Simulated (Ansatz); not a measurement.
Here is an Ansatz 0.2.0 calculation.

The input input.yaml:

```yaml
crystal:
  lattice:
    - [1.5170411163, 0.8758640969, 4.933893193]
    - [-1.5170411163, 0.8758640969, 4.933893193]
    - [0.0, -1.7517281937, 4.933893193]
  atoms:
    - { symbol: W, position: [0.0, 0.0, 0.0] }
    - { symbol: V, position: [0.5, 0.5, 0.5], spin: 0.5 }
    - { symbol: C, position: [0.246494, 0.246494, 0.246494] }
    - { symbol: C, position: [0.753506, 0.753506, 0.753506] }
hamiltonian:
  xc: pbesol
  pseudopotentials: { kind: paw }
magnetization:
  spin_polarized: true
  initial_magnetization: 0.5
  spin_locking: { lock_magnetization: hard }
kpoints:
  mp_grid: { grid: [9, 9, 9] }
scf:
  occupations: { method: fermi_dirac, width: 0.05 }
  lower_state_search: "off"
output:
  forces: true
  stress: true
  eigenvalues: true
```

Potentials or basis: Ansatz PAW.

Launch:

```sh
$ ansatz run input.yaml --threads 2 --pin off --max-ram 5632MiB --backend cpu --events-out ev --progress --plain --runs-dir out
```

(1) Predict the pressure.

(2) Estimate the largest force.

Results:

(1) -10.1 GPa.

(2) 0.108 eV/Å.

Caveat: the pressure holds a Pulay correction of +0.3 GPa for the finite cutoff; the total moment is fixed, so each spin has its own Fermi level; the PAW data sets come from PBE, with cores solved anew for the run's functional, which leaves a small shift of forces and pressure; the thresholds are loose for stress.
